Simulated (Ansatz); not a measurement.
# CH4F2O2Si: up Jacob's ladder to CCSD(T)

An exercise on one series of results from a longer session: the logs are not shown, and one member is left open.

Computed with Ansatz 0.2.0, Gaussian basis. Level: functionals in def2-TZVPP, the program's frozen cores in correlated methods.

Levels to be run: LDA (SPW92), PBE-D4, revPBE-D4, BLYP-D4, r2SCAN-D4, B97M-V, PBE0-D4, B3LYP-D4, r2SCANh-D4, r2SCAN0-D4, HSE06-D4, BHLYP-D4, CAM-B3LYP-D4, LC-ωPBE, ωB97X-V, ωB97M-V, B2PLYP, PBE-QIDH; CCSD(T)/def2-SVP; CCSD(T)/def2-TZVPP; MP2/def2-QZVPP; extrapolation to the limit; RPA on PBE.

## The geometry

The geometry comes from an earlier relaxation with PBE0-D4 in a triple-zeta def2 set; it is a stationary point, not always the lowest conformer.

SMILES `CO[Si](O)(F)F`, 10 atoms, charge 0, spin multiplicity 1.

Atoms are counted from 1 here; the program's logs count them from 0.

Bond lengths: C1–O2 1.416 Å, C1–H7 1.090 Å, C1–H8 1.094 Å, C1–H9 1.093 Å, O2–Si3 1.609 Å, Si3–O4 1.610 Å, Si3–F5 1.583 Å, Si3–F6 1.576 Å, O4–H10 0.958 Å. Angles: O2–C1–H7 107.9°, O2–C1–H8 111.2°, O2–C1–H9 110.8°, H7–C1–H8 108.9°, H7–C1–H9 108.8°, H8–C1–H9 109.1°, C1–O2–Si3 126.0°, O2–Si3–O4 110.4°, O2–Si3–F5 109.4°, O2–Si3–F6 112.3°, O4–Si3–F5 112.0°, O4–Si3–F6 107.3°, F5–Si3–F6 105.4°, Si3–O4–H10 118.5°.

The first run:

The input, in.yaml:

```yaml
crystal:
  periodic: [false, false, false]
  atoms:
    - {symbol: C, position_ang: [-0.498103, -1.207631, 0.972187]}
    - {symbol: O, position_ang: [0.459603, -0.388882, 0.326803]}
    - {symbol: Si, position_ang: [0.143359, 0.911842, -0.565988]}
    - {symbol: O, position_ang: [1.489688, 1.456325, -1.260073]}
    - {symbol: F, position_ang: [-0.972106, 0.558318, -1.632242]}
    - {symbol: F, position_ang: [-0.454132, 2.093083, 0.289545]}
    - {symbol: H, position_ang: [0.017663, -2.088693, 1.354240]}
    - {symbol: H, position_ang: [-1.278813, -1.527732, 0.276567]}
    - {symbol: H, position_ang: [-0.959402, -0.677613, 1.809788]}
    - {symbol: H, position_ang: [2.135341, 0.819685, -1.567825]}
basis:
  gaussian: {orbitals: def2-TZVPP}
hamiltonian: {xc: lda}
output: {orbitals: {seedname: orbitals}}
```

Started as:

```console
$ ansatz run in.yaml --threads 4 --pin off --events-out ev --progress --plain --max-ram 10444MiB
```

Among the steps run: LDA; PBE-D4 (GGA); revPBE-D4 (GGA); BLYP-D4 (GGA); r2SCAN-D4 (meta-GGA); B97M-V (meta-GGA); PBE0-D4 (hybrid); B3LYP-D4 (hybrid); r2SCANh-D4 (hybrid); r2SCAN0-D4 (hybrid); HSE06-D4 (hybrid); BHLYP-D4 (hybrid); CAM-B3LYP-D4 (range-separated); LC-ωPBE (range-separated); ωB97X-V (range-separated); ωB97M-V (range-separated); B2PLYP (double hybrid); PBE-QIDH (double hybrid).

One of the session's tables, all rows but one given; the rest of the session is left out.

It belongs to the step «Frontier levels by functional». 

| functional | HOMO (eV) | LUMO (eV) | gap (eV) |
| --- | --- | --- | --- |
| LDA (SPW92) | -7.57 | -0.60 | 6.96 |
| PBE-D4 | -7.40 | -0.39 | 7.01 |
| revPBE-D4 | ? | ? | ? |
| BLYP-D4 | -7.32 | -0.42 | 6.90 |
| r2SCAN-D4 | -7.77 | 0.28 | 8.06 |
| B97M-V | -7.88 | -0.08 | 7.79 |
| PBE0-D4 | -9.08 | 0.56 | 9.64 |
| B3LYP-D4 | -8.83 | 0.17 | 9.00 |
| r2SCANh-D4 | -8.40 | 0.58 | 8.97 |
| r2SCAN0-D4 | -9.34 | 0.99 | 10.33 |
| HSE06-D4 | -8.67 | 0.18 | 8.85 |
| BHLYP-D4 | -10.71 | 1.25 | 11.96 |
| CAM-B3LYP-D4 | -10.59 | 1.35 | 11.94 |
| LC-ωPBE | -11.95 | 2.77 | 14.72 |
| ωB97X-V | -11.60 | 2.54 | 14.14 |
| ωB97M-V | -11.52 | 2.10 | 13.61 |

Q: Estimate the row for revPBE-D4 from the others.

The run gave: HOMO (eV): -7.34; LUMO (eV): -0.28; gap (eV): 7.06. In the column «HOMO (eV)» it lies between PBE-D4 (-7.40) and BLYP-D4 (-7.32).
